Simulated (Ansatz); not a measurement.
# AlAs− (sextet): wave-function methods side by side, aug-cc-pVTZ

An exercise on one series of results from a longer session: the logs are not shown, and one member is left open.

Computed with Ansatz 0.2.0, Gaussian basis. Level: aug-cc-pVTZ, core rule «outside noble gas», up to 19 orbitals frozen.

To be run: UHF; CCSD(T) on ROHF; CCSD(T) on UHF; BCCD(T) on ROHF; CCSDT(Q) on ROHF; CCSDT(Q) on UHF.

12 further runs of the same task are left out: 7 for a known fault of the program, 5 set aside as unsound or not needed. Runs told in other sessions of the task aren't counted.

## The system

The geometry is a PBE0/def2-TZVPD stationary point (not a proven minimum) of the parent state, kept for this charge and spin. No spin-orbit coupling is included. The filled d shell of As may be among the frozen orbitals whatever the setting's name suggests.

2 atoms, charge -1, spin multiplicity 6.

Atoms are counted from 1 here; the program's logs count them from 0.

Bond lengths: Al1–As2 2.421 Å.

Set-up of the first run:

in.yaml reads:

```yaml
crystal:
  periodic: [false, false, false]
  atoms:
    - {symbol: Al, position_ang: [0.000000, 0.000000, 0.000000]}
    - {symbol: As, position_ang: [0.000000, 0.000000, 2.421000]}
basis:
  gaussian: {orbitals: aug-cc-pVTZ}
total_charge: -1
magnetization: {spin_polarized: true, initial_magnetization: 5}
hamiltonian: {xc: hf}
output: {orbitals: {seedname: orbitals}}
```

Launch:

```bash
$ ansatz run in.yaml --threads 1 --pin off --events-out ev --progress --plain --max-ram 4096MiB --backend cpu
```

Among the steps run: UHF; CCSD(T) on ROHF; CCSD(T) on UHF; BCCD(T) on ROHF; CCSDT(Q) on ROHF; CCSDT(Q) on UHF.

One table of the session follows, with a row left open; its other results are not shown here.

| method | from UCCSDT(Q) (meV) |
| --- | --- |
| ROHF | +4614.9 |
| UHF | +4471.3 |
| RMP2 | +966.0 |
| UMP2 | +994.6 |
| RCCSD | +294.8 |
| UCCSD | +279.2 |
| RCCSD(T) | ? |
| UCCSD(T) | +57.0 |
| BCCD(T) | +65.9 |
| RCCSDT | +26.3 |
| UCCSDT | +13.6 |
| RCCSDT(Q) | +12.8 |
| UCCSDT(Q) | 0 |

Estimate the missing values for RCCSD(T).

The run gave: from UCCSDT(Q) (meV): +67.5. In the column «from UCCSDT(Q) (meV)» it lies between BCCD(T) (+65.9) and UCCSD (+279.2).

Limits of these values: Restricted and unrestricted rows rest on different reference determinants; a gap between their highest levels can come from leftover correlation error, from unlike frozen cores or from another state.
